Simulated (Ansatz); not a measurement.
# LaHg3: equation of state with PBE

Crystal: LaHg3.

```xyz
4
Lattice="4.0404 0.0000 0.0000 -2.0202 3.4991 0.0000 0.0000 0.0000 8.5483" Properties=species:S:1:pos:R:3 pbc="T T T"
Hg    0.0000    2.3327    1.9940
Hg    0.0000    2.3327    6.5543
Hg    0.0000    0.0000    0.0000
La    0.0000    0.0000    4.2742
```

The cell comes from a database or a generator and needn't be the stable form of this composition.

| Item | Value |
| --- | --- |
| Program | Ansatz 0.2.0 |
| Task | equation of state |
| Functional | PBE |
| Potentials or basis | Ansatz PAW |
| Cutoff | 420 eV |
| Density cutoff | 1680 eV |
| k mesh | 8 × 8 × 3 |
| Occupations | fermi-dirac, width 0.05 eV |
| Spin | no spin polarisation |

```json
{
 "Equilibrium volume": "30.05 Å³/atom",
 "Bulk modulus at fixed shape and positions": "38 GPa",
 "Pressure derivative of the bulk modulus": "5.5"
}
```

Energy against volume, from the lowest point:
| volume (Å³/atom) | energy (meV/atom) |
| --- | --- |
| 28.401 | 11.87 |
| 29.005 | 4.49 |
| 29.609 | 0.67 |
| 30.214 | 0.00 |
| 30.818 | 2.07 |
| 31.422 | 6.55 |
| 32.027 | 13.14 |

All runs of the series together: 60 s on 2 threads of Intel(R) Xeon(R) Processor @ 2.50GHz (Skylake/Cascade Lake) (shared host).

Caveat: the cell was scaled at fixed shape and fractional positions, which overstates the stiffness of a crystal with free parameters, most of all of layers and chains. The run has no spin-orbit coupling, so splittings on Hg, La are missing.
